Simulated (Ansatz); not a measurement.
# AlHSBr−: an energy map over bond length Al2–Br3 and angle Br3–Al2–S1

Method: RKS BHLYP-D4/def2-TZVPD; program: Ansatz 0.2.0.

## (1) The system as given

SMILES `[S-][AlH][Br]`, 4 atoms, charge -1, spin multiplicity 1.

Atoms are counted from 1 here; the program's logs count them from 0.

Bond lengths: S1–Al2 2.093 Å, Al2–Br3 2.394 Å, Al2–H4 1.613 Å. Angles: S1–Al2–Br3 125.0°, S1–Al2–H4 131.1°, Br3–Al2–H4 103.9°.

Geometry (Å):

```xyz
4

S    -2.0931    0.1196   -0.6205
Al   -0.0791    0.1815   -0.0539
Br    1.2110   -1.7119    0.6412
H     0.9612    1.4107    0.0332
```

## (3) Plan of the scan

The axes are (1) bond length Al2–Br3: 9 values from 1.936 to 3.542 Å; (2) angle Br3–Al2–S1: 9 values from 79.9 to 169.9 °.

Nothing else is relaxed (all other coordinates rigid). Energies count from the relaxed molecule at the same level.

(The set-up runs are not shown.)

## (4) The run at bond length Al2–Br3 = 2.137 Å, angle Br3–Al2–S1 = 136.2°

input.yaml

```yaml
crystal:
  periodic: [false, false, false]
  atoms:
    - { symbol: S, position_ang: [-2.055833, 0.119243, -0.609737] }
    - { symbol: Al, position_ang: [-0.077053, 0.179867, -0.052986] }
    - { symbol: Br, position_ang: [1.383159, -1.233356, 0.608341] }
    - { symbol: H, position_ang: [0.94079, 1.391019, 0.030673] }
total_charge: -1
basis:
  gaussian: { orbitals: def2-TZVPD }
hamiltonian:
  xc: { name: BHLYP }
  dispersion: d4
output:
  forces: true
```

The run is started by

```bash
ansatz run input.yaml --threads 1 --pin off --max-ram 2560MiB --backend cpu --events-out ev --progress --plain --runs-dir out
```

**Question.** How long does this run take on 1 thread of Intel Xeon Platinum 8488C (Sapphire Rapids), shared host, and how much memory does it need?

About 5.9 s, with a peak of 0.41 GiB.
